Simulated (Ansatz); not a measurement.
**CH4ClGe (SMILES [CH3][GeH][Cl]), step by step**

Aim: a series of 96 runs (U-r2SCAN/def2-SVP, r2SCAN/def2-SVP, UPBE/def2-TZVP, PBE/def2-TZVP, UB3LYP/def2-TZVP, B3LYP/def2-TZVP, UHF/def2-TZVP, HF/def2-TZVP, and more) of CH4ClGe and its partners. 

The calculation is run with Ansatz 0.2.0.

**1. The system as given**

CH4ClGe: 7 atoms, total charge 0, spin state doublet. SMILES: `[CH3][GeH][Cl]`. The shape is that of a PBE0-D4/def2-TZVP optimisation. The run starts from this shape.

Bond lengths: C1–Ge2 1.957 Å, Ge2–Cl3 2.169 Å, C1–H4 1.092 Å, C1–H5 1.089 Å, C1–H6 1.091 Å, Ge2–H7 1.553 Å. Angles: C1–Ge2–Cl3 107.0°, C1–Ge2–H7 112.6°, Cl3–Ge2–H7 105.6°, Ge2–C1–H4 108.6°, Ge2–C1–H5 110.0°, Ge2–C1–H6 109.8°, H4–C1–H5 109.4°, H4–C1–H6 109.5°, H5–C1–H6 109.6°.

**2. A structure relaxation at U-r2SCAN/def2-SVP (paw set gaussian, start density atoms) (run 1)**

Input file job.yaml:

```yaml
crystal:
  periodic: [false, false, false]
  atoms:
    - {symbol: C, position_ang: [-0.733100, 0.438400, -0.261900]}
    - {symbol: Ge, position_ang: [0.705400, -0.885500, -0.183100]}
    - {symbol: Cl, position_ang: [1.017000, -1.361700, 1.909500]}
    - {symbol: H, position_ang: [-0.433400, 1.314500, 0.317300]}
    - {symbol: H, position_ang: [-1.646200, 0.021400, 0.160800]}
    - {symbol: H, position_ang: [-0.909900, 0.729400, -1.298200]}
    - {symbol: H, position_ang: [2.061400, -0.324500, -0.690100]}
basis:
  gaussian:
    orbitals: def2-SVP
magnetization:
  spin_polarized: true
  initial_magnetization: 1
hamiltonian:
  xc: r2scan
relax: {}
```

Command:

```sh
$ ansatz run job.yaml --threads 1 --pin off --max-ram 3480MiB --events-out events.jsonl --progress --plain --runs-dir runs
```

Log:

```text
Warning: RAYON_NUM_THREADS=1 ignored (pool sized by the plan → 1); use --threads N
The last accepted step is kept in runs//last_step.txt (removed where the run ends without a failure and the disk answers)
[... 7 lines left out ...]
936 factors; their error is unknown
[... 10 lines left out ...]
936 factors; their error is unknown
[... 5 lines left out ...]
936 factors; their error is unknown
[... 5 lines left out ...]
936 factors; their error is unknown
[... 5 lines left out ...]
936 factors; their error is unknown
[... 3 lines left out ...]
Total energy: -70129.95329246 eV, -2577.2282477081 hartree
[... 7 lines left out ...]
Dipole moment:    -0.202952     0.231702    -0.390987 e Å
```

Wall time 58 s (1 thread of Arm Neoverse V1, shared host); peak memory 0.18 GiB.

Steps, from the record of the run:

| step | energy from the first frame kept (eV) | largest force (eV/Å) |
| --- | --- | --- |
| 1 | 0.0000 | 0.3309 |
| 2 | -0.0067 | 0.0936 |
| 3 | -0.0072 | 0.0140 |
| 4 | -0.0072 | 0.0030 |

After the run. Bond lengths: C1–Ge2 1.959 Å, Ge2–Cl3 2.185 Å, C1–H4 1.102 Å, C1–H5 1.099 Å, C1–H6 1.100 Å, Ge2–H7 1.554 Å. Angles: C1–Ge2–Cl3 106.7°, C1–Ge2–H7 111.6°, Cl3–Ge2–H7 105.7°, Ge2–C1–H4 108.5°, Ge2–C1–H5 110.4°, Ge2–C1–H6 110.0°, H4–C1–H5 109.1°, H4–C1–H6 109.4°, H5–C1–H6 109.4°.

**3. The singlet cation: a structure relaxation at r2SCAN/def2-SVP (paw set gaussian, start density atoms) (run 2)**

Input file molecule.yaml:

```yaml
crystal:
  periodic: [false, false, false]
  atoms:
    - symbol: C
      position_ang: [-0.733100, 0.438400, -0.261900]
    - symbol: Ge
      position_ang: [0.705400, -0.885500, -0.183100]
    - symbol: Cl
      position_ang: [1.017000, -1.361700, 1.909500]
    - symbol: H
      position_ang: [-0.433400, 1.314500, 0.317300]
    - symbol: H
      position_ang: [-1.646200, 0.021400, 0.160800]
    - symbol: H
      position_ang: [-0.909900, 0.729400, -1.298200]
    - symbol: H
      position_ang: [2.061400, -0.324500, -0.690100]
basis:
  gaussian: {orbitals: def2-SVP}
relax: {}
hamiltonian: {xc: {name: r2SCAN}}
total_charge: 1
```

Command:

```sh
$ ansatz run molecule.yaml --threads 1 --pin off --max-ram 3480MiB --events-out events.jsonl --progress --plain --runs-dir runs
```

Log, shortened:

```text
Warning: RAYON_NUM_THREADS=1 ignored (pool sized by the plan → 1); use --threads N
[...]
936 factors; their error is unknown
[...]
936 factors; their error is unknown
[...]
936 factors; their error is unknown
[...]
936 factors; their error is unknown
[...]
936 factors; their error is unknown
[...]
936 factors; their error is unknown
[...]
936 factors; their error is unknown
[...]
936 factors; their error is unknown
[...]
936 factors; their error is unknown
[...]
936 factors; their error is unknown
[...]
936 factors; their error is unknown
[...]
936 factors; their error is unknown
[...]
936 factors; their error is unknown
[...]
Total energy: -70122.45227880 eV, -2576.9525905407 hartree
[...]
Dipole moment:    -0.133455     0.497762    -0.475503 e Å
```

It took 2.1 min on 1 thread of Arm Neoverse V1, shared host; peak memory 0.13 GiB.

Steps, from the record of the run:

| step | energy from the first frame kept (eV) | largest force (eV/Å) |
| --- | --- | --- |
| 1 | 0.0000 | 3.4924 |
| 2 | -0.6514 | 1.6541 |
| 3 | -0.8767 | 0.6421 |
| 4 | -0.9344 | 0.5421 |
| 5 | -0.9540 | 0.2772 |
| 6 | -0.9573 | 0.1644 |
| 7 | -0.9601 | 0.0406 |
| 8 | -0.9606 | 0.0219 |
| 9 | -0.9608 | 0.1309 |
| 10 | -0.9613 | 0.0414 |
| 11 | -0.9616 | 0.0040 |
| 12 | -0.9620 | 0.0314 |
| 13 | -0.9613 | 0.1566 |
| 14 | -0.9622 | 0.0395 |
| 15 | -0.9619 | 0.0851 |
| 16 | -0.9623 | 0.0169 |
| 17 | -0.9623 | 0.0147 |
| 18 | -0.9624 | 0.0213 |
| 19 | -0.9624 | 0.0133 |
| 20 | -0.9624 | 0.0044 |

After the run. Bond lengths: C1–Ge2 1.899 Å, Ge2–Cl3 2.077 Å, C1–H4 1.105 Å, C1–H5 1.099 Å, C1–H6 1.104 Å, Ge2–H7 1.525 Å. Angles: C1–Ge2–Cl3 118.8°, C1–Ge2–H7 128.2°, Cl3–Ge2–H7 112.9°, Ge2–C1–H4 108.1°, Ge2–C1–H5 110.5°, Ge2–C1–H6 108.2°, H4–C1–H5 111.0°, H4–C1–H6 107.9°, H5–C1–H6 111.1°.

Run 3 isn't shown in full; the table further down has it.

**4. CH3ClGe: a geometry optimisation at r2SCAN/def2-SVP (paw set gaussian, start density atoms) (run 4)**

job.yaml, as its differences from that of step 2:

```diff
@@ -9,3 +9,2 @@
     - {symbol: H, position_ang: [-0.909900, 0.729400, -1.298200]}
-    - {symbol: H, position_ang: [2.061400, -0.324500, -0.690100]}
 basis:
@@ -13,5 +12,2 @@
     orbitals: def2-SVP
-magnetization:
-  spin_polarized: true
-  initial_magnetization: 1
 hamiltonian:
```

Command:

```sh
$ ansatz run job.yaml --threads 1 --pin off --max-ram 3480MiB --events-out events.jsonl --progress --plain --runs-dir runs
```

Log:

```text
Warning: RAYON_NUM_THREADS=1 ignored (pool sized by the plan → 1); use --threads N
[... 1 set-up line as earlier in the session ...]
[... 7 lines left out ...]
878 factors; their error is unknown
[... 9 lines left out ...]
878 factors; their error is unknown
[... 6 lines left out ...]
878 factors; their error is unknown
[... 5 lines left out ...]
878 factors; their error is unknown
[... 6 lines left out ...]
878 factors; their error is unknown
[... 5 lines left out ...]
878 factors; their error is unknown
[... 4 lines left out ...]
878 factors; their error is unknown
[... 4 lines left out ...]
Total energy: -70114.06790313 eV, -2576.6444704178 hartree
[... 6 lines left out ...]
Dipole moment:    -0.169301     0.189399    -0.351847 e Å
```

It took 36 s on 1 thread of Arm Neoverse V1, shared host; peak memory 0.15 GiB.

Steps, from the record of the run:

| step | energy from the first frame kept (eV) | largest force (eV/Å) |
| --- | --- | --- |
| 1 | 0.0000 | 1.5203 |
| 2 | -0.1028 | 0.4880 |
| 3 | -0.1266 | 0.1651 |
| 4 | -0.1297 | 0.0931 |
| 5 | -0.1306 | 0.0374 |
| 6 | -0.1306 | 0.0111 |

After the run. Bond lengths: C1–Ge2 1.987 Å, Ge2–Cl3 2.212 Å, C1–H4 1.104 Å, C1–H5 1.104 Å, C1–H6 1.102 Å. Angles: C1–Ge2–Cl3 95.9°, Ge2–C1–H4 109.8°, Ge2–C1–H5 109.6°, Ge2–C1–H6 112.0°, H4–C1–H5 106.7°, H4–C1–H6 109.3°, H5–C1–H6 109.3°.

Runs 5 to 95 aren't shown in full; the table further down has their settings and results.

**5. CH3ClGe: the energy at RPA@PBE/def2-TZVP (paw set gaussian, start density atoms) (run 96)**

Input file molecule.yaml:

```yaml
crystal:
  periodic: [false, false, false]
  atoms:
    - symbol: C
      position_ang: [-0.746363, 0.376072, 0.078260]
    - symbol: Ge
      position_ang: [0.789560, -0.491879, 0.113817]
    - symbol: Cl
      position_ang: [1.747206, -0.961239, 1.979638]
    - symbol: H
      position_ang: [-1.244455, 0.693914, 0.996556]
    - symbol: H
      position_ang: [-1.213416, 0.603042, -0.883677]
    - symbol: H
      position_ang: [1.638567, -1.017310, -1.032095]
basis:
  gaussian:
    orbitals: def2-TZVP
hamiltonian:
  xc: pbe
correlation:
  method: rpa
  frozen_orbitals: {C: 1, Cl: 5, Ge: 9, H: 0}
```

Command:

```sh
$ ansatz run molecule.yaml --threads 1 --pin off --max-ram 3480MiB --events-out events.jsonl --progress --plain --runs-dir runs
```

Log, shortened:

```text
Warning: RAYON_NUM_THREADS=1 ignored (pool sized by the plan → 1); use --threads N
Functional definition: PBE
  name "PBE"
[...]
887 factors; integrals over basis functions are off by at most 1.4e-3 eV
[...]
mean field -70111.91854423 eV, -2576.5654829352 hartree, gradient 4.7e-6 eV, S^2 0.000000; 2 other end points of the search recorded, 0 dependent functions left out
15 core orbitals not correlated: weight in the atoms' cores, before any rotation towards them, 1.000 or more for the frozen orbitals, at most 0.000 for the correlated occupied ones
reference -70053.91720443 eV, -2574.4339730124 hartree; 14, 14 occupied and 105, 105 virtual orbitals, 887 factors
Total energy: -70080.14605428 eV, -2575.3978654658 hartree
```

Wall time 8.4 s (1 thread of Arm Neoverse V1, shared host); peak memory 0.21 GiB.

**6. Overview of the runs**

| run | level | broken bond | fragment atoms | partner | energy (Eh) | wall time |
| --- | --- | --- | --- | --- | --- | --- |
| 1 | U-r2SCAN/def2-SVP (paw set gaussian, start density atoms) | – | – | base | -2577.228248 | 58 s |
| 2 | r2SCAN/def2-SVP (paw set gaussian, start density atoms) | – | – | cation | -2576.952591 | 2.1 min |
| 3 | r2SCAN/def2-SVP (paw set gaussian, start density atoms) | – | – | anion | -2577.289513 | 51 s |
| 4 | r2SCAN/def2-SVP (paw set gaussian, start density atoms) | (7, 2) | (1, 2, 3, 4, 5, 6) | fragment | -2576.644470 | 36 s |
| 5 | r2SCAN/def2-SVP (paw set gaussian, start density atoms) | (3, 2) | (1, 2, 4, 5, 6, 7) | fragment | -2117.138966 | 21 s |
| 6 | r2SCAN/def2-SVP (paw set gaussian, start density atoms) | (6, 1) | (1, 2, 3, 4, 5, 7) | fragment | -2576.597317 | 88 s |
| 7 | UPBE/def2-TZVP (paw set gaussian, start density atoms) | – | – | base | -2577.189905 | 6.9 s |
| 8 | PBE/def2-TZVP (paw set gaussian, start density atoms) | – | – | cation | -2576.920556 | 3.6 s |
| 9 | PBE/def2-TZVP (paw set gaussian, start density atoms) | – | – | anion | -2577.258011 | 3.6 s |
| 10 | UPBE/def2-TZVP (paw set gaussian, start density atoms) | (7, 2) | (7) | fragment | -0.499616 | 0.08 s |
| 11 | PBE/def2-TZVP (paw set gaussian, start density atoms) | (7, 2) | (1, 2, 3, 4, 5, 6) | fragment | -2576.614403 | 3.3 s |
| 12 | UPBE/def2-TZVP (paw set gaussian, start density atoms) | (3, 2) | (3) | fragment | -459.958396 | 0.62 s |
| 13 | PBE/def2-TZVP (paw set gaussian, start density atoms) | (3, 2) | (1, 2, 4, 5, 6, 7) | fragment | -2117.106042 | 1.7 s |
| 14 | UPBE/def2-TZVP (paw set gaussian, start density atoms) | (6, 1) | (6) | fragment | -0.499616 | 0.08 s |
| 15 | PBE/def2-TZVP (paw set gaussian, start density atoms) | (6, 1) | (1, 2, 3, 4, 5, 7) | fragment | -2576.565485 | 3.3 s |
| 16 | UB3LYP/def2-TZVP (paw set gaussian, start density atoms) | – | – | base | -2577.819279 | 9.6 s |
| 17 | B3LYP/def2-TZVP (paw set gaussian, start density atoms) | – | – | cation | -2577.545204 | 5.1 s |
| 18 | B3LYP/def2-TZVP (paw set gaussian, start density atoms) | – | – | anion | -2577.892580 | 5.4 s |
| 19 | UB3LYP/def2-TZVP (paw set gaussian, start density atoms) | (7, 2) | (7) | fragment | -0.502154 | 0.08 s |
| 20 | B3LYP/def2-TZVP (paw set gaussian, start density atoms) | (7, 2) | (1, 2, 3, 4, 5, 6) | fragment | -2577.239705 | 4.8 s |
| 21 | UB3LYP/def2-TZVP (paw set gaussian, start density atoms) | (3, 2) | (3) | fragment | -460.166971 | 0.34 s |
| 22 | B3LYP/def2-TZVP (paw set gaussian, start density atoms) | (3, 2) | (1, 2, 4, 5, 6, 7) | fragment | -2117.537971 | 2.3 s |
| 23 | UB3LYP/def2-TZVP (paw set gaussian, start density atoms) | (6, 1) | (6) | fragment | -0.502154 | 0.08 s |
| 24 | B3LYP/def2-TZVP (paw set gaussian, start density atoms) | (6, 1) | (1, 2, 3, 4, 5, 7) | fragment | -2577.187031 | 4.8 s |
| 25 | UHF/def2-TZVP (paw set gaussian, start density atoms) | – | – | base | -2575.112760 | 5.1 s |
| 26 | HF/def2-TZVP (paw set gaussian, start density atoms) | – | – | cation | -2574.854889 | 1.8 s |
| 27 | HF/def2-TZVP (paw set gaussian, start density atoms) | – | – | anion | -2575.144763 | 1.9 s |
| 28 | UHF/def2-TZVP (paw set gaussian, start density atoms) | (7, 2) | (7) | fragment | -0.499810 | 0.04 s |
| 29 | HF/def2-TZVP (paw set gaussian, start density atoms) | (7, 2) | (1, 2, 3, 4, 5, 6) | fragment | -2574.539293 | 1.7 s |
| 30 | UHF/def2-TZVP (paw set gaussian, start density atoms) | (3, 2) | (3) | fragment | -459.476807 | 0.16 s |
| 31 | HF/def2-TZVP (paw set gaussian, start density atoms) | (3, 2) | (1, 2, 4, 5, 6, 7) | fragment | -2115.533359 | 0.91 s |
| 32 | UHF/def2-TZVP (paw set gaussian, start density atoms) | (6, 1) | (6) | fragment | -0.499810 | 0.04 s |
| 33 | HF/def2-TZVP (paw set gaussian, start density atoms) | (6, 1) | (1, 2, 3, 4, 5, 7) | fragment | -2574.483437 | 1.8 s |
| 34 | UMP2/def2-TZVP (paw set gaussian, start density atoms) | – | – | base | -2575.700467 | 6 s |
| 35 | MP2/def2-TZVP (paw set gaussian, start density atoms) | – | – | cation | -2575.432890 | 3.6 s |
| 36 | MP2/def2-TZVP (paw set gaussian, start density atoms) | – | – | anion | -2575.763362 | 3.9 s |
| 37 | UHF/def2-TZVP (paw set gaussian, start density atoms) | (7, 2) | (7) | fragment | -0.499810 | 0.04 s |
| 38 | MP2/def2-TZVP (paw set gaussian, start density atoms) | (7, 2) | (1, 2, 3, 4, 5, 6) | fragment | -2575.123963 | 3.6 s |
| 39 | UMP2/def2-TZVP (paw set gaussian, start density atoms) | (3, 2) | (3) | fragment | -459.632119 | 0.2 s |
| 40 | MP2/def2-TZVP (paw set gaussian, start density atoms) | (3, 2) | (1, 2, 4, 5, 6, 7) | fragment | -2115.938659 | 1.6 s |
| 41 | UHF/def2-TZVP (paw set gaussian, start density atoms) | (6, 1) | (6) | fragment | -0.499810 | 0.04 s |
| 42 | MP2/def2-TZVP (paw set gaussian, start density atoms) | (6, 1) | (1, 2, 3, 4, 5, 7) | fragment | -2575.081745 | 3.9 s |
| 43 | U-wB97M-V/def2-TZVP (paw set gaussian, start density atoms) | – | – | base | -2577.583193 | 35 s |
| 44 | wB97M-V/def2-TZVP (paw set gaussian, start density atoms) | – | – | cation | -2577.312943 | 19 s |
| 45 | wB97M-V/def2-TZVP (paw set gaussian, start density atoms) | – | – | anion | -2577.653506 | 19 s |
| 46 | U-wB97M-V/def2-TZVP (paw set gaussian, start density atoms) | (7, 2) | (7) | fragment | -0.494111 | 0.2 s |
| 47 | wB97M-V/def2-TZVP (paw set gaussian, start density atoms) | (7, 2) | (1, 2, 3, 4, 5, 6) | fragment | -2577.010704 | 17 s |
| 48 | U-wB97M-V/def2-TZVP (paw set gaussian, start density atoms) | (3, 2) | (3) | fragment | -460.125146 | 1.1 s |
| 49 | wB97M-V/def2-TZVP (paw set gaussian, start density atoms) | (3, 2) | (1, 2, 4, 5, 6, 7) | fragment | -2117.336033 | 8.4 s |
| 50 | U-wB97M-V/def2-TZVP (paw set gaussian, start density atoms) | (6, 1) | (6) | fragment | -0.494111 | 0.2 s |
| 51 | wB97M-V/def2-TZVP (paw set gaussian, start density atoms) | (6, 1) | (1, 2, 3, 4, 5, 7) | fragment | -2576.957579 | 16 s |
| 52 | U-r2SCAN/def2-TZVP (paw set gaussian, start density atoms) | – | – | base | -2577.689696 | 17 s |
| 53 | r2SCAN/def2-TZVP (paw set gaussian, start density atoms) | – | – | cation | -2577.414408 | 8.7 s |
| 54 | r2SCAN/def2-TZVP (paw set gaussian, start density atoms) | – | – | anion | -2577.756107 | 9 s |
| 55 | U-r2SCAN/def2-TZVP (paw set gaussian, start density atoms) | (7, 2) | (7) | fragment | -0.499927 | 0.34 s |
| 56 | r2SCAN/def2-TZVP (paw set gaussian, start density atoms) | (7, 2) | (1, 2, 3, 4, 5, 6) | fragment | -2577.104823 | 8.1 s |
| 57 | U-r2SCAN/def2-TZVP (paw set gaussian, start density atoms) | (3, 2) | (3) | fragment | -460.116882 | 1.5 s |
| 58 | r2SCAN/def2-TZVP (paw set gaussian, start density atoms) | (3, 2) | (1, 2, 4, 5, 6, 7) | fragment | -2117.441632 | 4.5 s |
| 59 | U-r2SCAN/def2-TZVP (paw set gaussian, start density atoms) | (6, 1) | (6) | fragment | -0.499927 | 0.32 s |
| 60 | r2SCAN/def2-TZVP (paw set gaussian, start density atoms) | (6, 1) | (1, 2, 3, 4, 5, 7) | fragment | -2577.058634 | 7.5 s |
| 61 | UPBE0-D4/def2-TZVP (paw set gaussian, start density atoms) | – | – | base | -2577.294056 | 9.6 s |
| 62 | PBE0-D4/def2-TZVP (paw set gaussian, start density atoms) | – | – | cation | -2577.021324 | 4.8 s |
| 63 | PBE0-D4/def2-TZVP (paw set gaussian, start density atoms) | – | – | anion | -2577.361311 | 5.1 s |
| 64 | UPBE0-D4/def2-TZVP (paw set gaussian, start density atoms) | (7, 2) | (7) | fragment | -0.501036 | 0.08 s |
| 65 | PBE0-D4/def2-TZVP (paw set gaussian, start density atoms) | (7, 2) | (1, 2, 3, 4, 5, 6) | fragment | -2576.712228 | 4.8 s |
| 66 | UPBE0-D4/def2-TZVP (paw set gaussian, start density atoms) | (3, 2) | (3) | fragment | -459.997389 | 0.33 s |
| 67 | PBE0-D4/def2-TZVP (paw set gaussian, start density atoms) | (3, 2) | (1, 2, 4, 5, 6, 7) | fragment | -2117.169141 | 2 s |
| 68 | UPBE0-D4/def2-TZVP (paw set gaussian, start density atoms) | (6, 1) | (6) | fragment | -0.501036 | 0.08 s |
| 69 | PBE0-D4/def2-TZVP (paw set gaussian, start density atoms) | (6, 1) | (1, 2, 3, 4, 5, 7) | fragment | -2576.662251 | 4.8 s |
| 70 | USVWN5/def2-TZVP (paw set gaussian, start density atoms) | – | – | base | -2572.728881 | 3.6 s |
| 71 | SVWN5/def2-TZVP (paw set gaussian, start density atoms) | – | – | cation | -2572.459102 | 2 s |
| 72 | SVWN5/def2-TZVP (paw set gaussian, start density atoms) | – | – | anion | -2572.801284 | 2 s |
| 73 | USVWN5/def2-TZVP (paw set gaussian, start density atoms) | (7, 2) | (7) | fragment | -0.478344 | 0.08 s |
| 74 | SVWN5/def2-TZVP (paw set gaussian, start density atoms) | (7, 2) | (1, 2, 3, 4, 5, 6) | fragment | -2572.163399 | 1.8 s |
| 75 | USVWN5/def2-TZVP (paw set gaussian, start density atoms) | (3, 2) | (3) | fragment | -458.649873 | 0.42 s |
| 76 | SVWN5/def2-TZVP (paw set gaussian, start density atoms) | (3, 2) | (1, 2, 4, 5, 6, 7) | fragment | -2113.934420 | 1.1 s |
| 77 | USVWN5/def2-TZVP (paw set gaussian, start density atoms) | (6, 1) | (6) | fragment | -0.478344 | 0.06 s |
| 78 | SVWN5/def2-TZVP (paw set gaussian, start density atoms) | (6, 1) | (1, 2, 3, 4, 5, 7) | fragment | -2572.118363 | 1.9 s |
| 79 | UB2PLYP/def2-TZVP (paw set gaussian, start density atoms) | – | – | base | -2577.208966 | 14 s |
| 80 | B2PLYP/def2-TZVP (paw set gaussian, start density atoms) | – | – | cation | -2576.939231 | 8.4 s |
| 81 | B2PLYP/def2-TZVP (paw set gaussian, start density atoms) | – | – | anion | -2577.276785 | 9 s |
| 82 | UB2PLYP/def2-TZVP (paw set gaussian, start density atoms) | (7, 2) | (7) | fragment | -0.498613 | 0.08 s |
| 83 | B2PLYP/def2-TZVP (paw set gaussian, start density atoms) | (7, 2) | (1, 2, 3, 4, 5, 6) | fragment | -2576.632515 | 8.1 s |
| 84 | UB2PLYP/def2-TZVP (paw set gaussian, start density atoms) | (3, 2) | (3) | fragment | -460.021138 | 0.55 s |
| 85 | B2PLYP/def2-TZVP (paw set gaussian, start density atoms) | (3, 2) | (1, 2, 4, 5, 6, 7) | fragment | -2117.068846 | 3.9 s |
| 86 | UB2PLYP/def2-TZVP (paw set gaussian, start density atoms) | (6, 1) | (6) | fragment | -0.498613 | 0.08 s |
| 87 | B2PLYP/def2-TZVP (paw set gaussian, start density atoms) | (6, 1) | (1, 2, 3, 4, 5, 7) | fragment | -2576.584103 | 8.1 s |
| 88 | RPA@PBE/def2-TZVP (paw set gaussian, start density atoms) | – | – | base | -2576.034335 | 11 s |
| 89 | RPA@PBE/def2-TZVP (paw set gaussian, start density atoms) | – | – | cation | -2575.755508 | 7.2 s |
| 90 | RPA@PBE/def2-TZVP (paw set gaussian, start density atoms) | – | – | anion | -2576.109823 | 7.2 s |
| 91 | RPA@PBE/def2-TZVP (paw set gaussian, start density atoms) | (7, 2) | (7) | fragment | -0.513303 | 0.08 s |
| 92 | RPA@PBE/def2-TZVP (paw set gaussian, start density atoms) | (7, 2) | (1, 2, 3, 4, 5, 6) | fragment | -2575.443111 | 6.6 s |
| 93 | RPA@PBE/def2-TZVP (paw set gaussian, start density atoms) | (3, 2) | (3) | fragment | -459.754448 | 0.79 s |
| 94 | RPA@PBE/def2-TZVP (paw set gaussian, start density atoms) | (3, 2) | (1, 2, 4, 5, 6, 7) | fragment | -2116.174080 | 4.5 s |
| 95 | RPA@PBE/def2-TZVP (paw set gaussian, start density atoms) | (6, 1) | (6) | fragment | -0.513303 | 0.1 s |
| 96 | RPA@PBE/def2-TZVP (paw set gaussian, start density atoms) | (6, 1) | (1, 2, 3, 4, 5, 7) | fragment | -2575.397865 | 8.4 s |

**7. Outcome**

| quantity | value |
| --- | --- |
| CH3ClGe, run 96: total energy | -2575.39787 Eh |
| CH3ClGe, run 96: RPA correlation energy (valence) | -963.9 mEh |
| adiabatic electron affinity (to the singlet anion, no zero-point term), U-r2SCAN/def2-SVP | 1.667 eV |
| adiabatic electron affinity (to the singlet anion, shapes relaxed at r2SCAN/def2-SVP, no zero-point term), UPBE0-D4/def2-TZVP | 1.830 eV |
| adiabatic electron affinity (to the singlet anion, shapes relaxed at r2SCAN/def2-SVP, no zero-point term), USVWN5/def2-TZVP | 1.970 eV |
| dissociation energy of the H7–Ge2 bond into doublet H and singlet CH3ClGe (shapes relaxed at r2SCAN/def2-SVP, no zero-point term), UHF/def2-TZVP | 2.004 eV |
| dissociation energy of the H7–Ge2 bond into doublet H and singlet CH3ClGe (shapes relaxed at r2SCAN/def2-SVP, no zero-point term), U-wB97M-V/def2-TZVP | 2.133 eV |
| dissociation energy of the Cl3–Ge2 bond into doublet Cl and singlet CH4Ge (shapes relaxed at r2SCAN/def2-SVP, no zero-point term), U-r2SCAN/def2-TZVP | 3.570 eV |
| dissociation energy of the H7–Ge2 bond into doublet H and singlet CH3ClGe (shapes relaxed at r2SCAN/def2-SVP, no zero-point term), RPA@PBE/def2-TZVP | 2.120 eV |
| adiabatic ionisation energy (to the singlet cation, shapes relaxed at r2SCAN/def2-SVP, no zero-point term), UPBE0-D4/def2-TZVP | 7.421 eV |

At U-r2SCAN/def2-SVP: the adiabatic electron affinity (to the singlet anion, no zero-point term) is 1.67 eV (38 kcal/mol). At UPBE0-D4/def2-TZVP: the adiabatic electron affinity (to the singlet anion, shapes relaxed at r2SCAN/def2-SVP, no zero-point term) is 1.83 eV (42 kcal/mol). At USVWN5/def2-TZVP: the adiabatic electron affinity (to the singlet anion, shapes relaxed at r2SCAN/def2-SVP, no zero-point term) is 1.97 eV (190 kJ/mol). At UHF/def2-TZVP: the dissociation energy of the H7–Ge2 bond into doublet H and singlet CH3ClGe (shapes relaxed at r2SCAN/def2-SVP, no zero-point term) is 2.00 eV (193 kJ/mol). At U-wB97M-V/def2-TZVP: the dissociation energy of the H7–Ge2 bond into doublet H and singlet CH3ClGe (shapes relaxed at r2SCAN/def2-SVP, no zero-point term) is 2.13 eV (206 kJ/mol). At U-r2SCAN/def2-TZVP: the dissociation energy of the Cl3–Ge2 bond into doublet Cl and singlet CH4Ge (shapes relaxed at r2SCAN/def2-SVP, no zero-point term) is 3.57 eV (82 kcal/mol). Totals of different functionals can't be ranked against each other. In runs 38, 40, 42 the log says that unrestricted orbitals would lower the reference, so the values rest on an unstable closed-shell determinant (other closed-shell runs at this shape may share the fault). All runs together took 13 min, the longest 2.1 min.
